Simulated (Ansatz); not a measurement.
# CH3AlSi2: the cost of one run

Program: Ansatz 0.2.0. Level of theory: UKS PBE0/6-31G. These are calculated values, not measurements.

## Step 1: The starting structure

Bond lengths: Si1–Al2 2.467 Å, Al2–C3 1.875 Å, Al2–Si4 2.606 Å, C3–Si4 1.798 Å, Si1–H5 1.500 Å, Si1–H6 1.498 Å, Si1–H7 1.487 Å. Angles: Si1–Al2–C3 159.2°, Si1–Al2–Si4 157.2°, C3–Al2–Si4 43.6°, Al2–Si1–H5 101.1°, Al2–Si1–H6 107.2°, Al2–Si1–H7 135.5°, H5–Si1–H6 102.7°, H5–Si1–H7 103.0°, H6–Si1–H7 103.2°, Al2–C3–Si4 90.3°, Al2–Si4–C3 46.0°.

Structure file:

```xyz
7

Si   -0.6166    1.1531   -0.4881
Al    0.5570   -0.8453    0.3572
C     0.8548   -2.6366    0.8249
Si    2.4985   -2.2189    1.4219
H    -1.4305    0.5601   -1.6003
H    -1.6592    1.5168    0.5248
H    -0.2041    2.4709   -1.0404
```

## Step 2: Relaxing end A

Input file input.yaml:

```yaml
crystal:
  periodic: [false, false, false]
  atoms:
    - { symbol: Si, position_ang: [-0.61658, 1.15311, -0.4881] }
    - { symbol: Al, position_ang: [0.55698, -0.84526, 0.3572] }
    - { symbol: C, position_ang: [0.85484, -2.63665, 0.82492] }
    - { symbol: Si, position_ang: [2.49853, -2.21893, 1.42187] }
    - { symbol: H, position_ang: [-1.43047, 0.56011, -1.60033] }
    - { symbol: H, position_ang: [-1.65919, 1.51677, 0.52484] }
    - { symbol: H, position_ang: [-0.20411, 2.47086, -1.0404] }
magnetization:
  spin_polarized: true
basis:
  gaussian: { orbitals: "6-31G" }
hamiltonian:
  xc: pbe0
relax:
  f_tol: 0.02
  max_steps: 50
output:
  orbitals: {}
```

Command:

```
> ansatz run input.yaml --threads 1 --pin off --max-ram 2048MiB --backend cpu --events-out ev --progress --plain --runs-dir out
```

Q: Estimate wall time and peak memory on 1 thread of Arm Neoverse V1, shared host.

About 49 s, with a peak of 0.16 GiB.
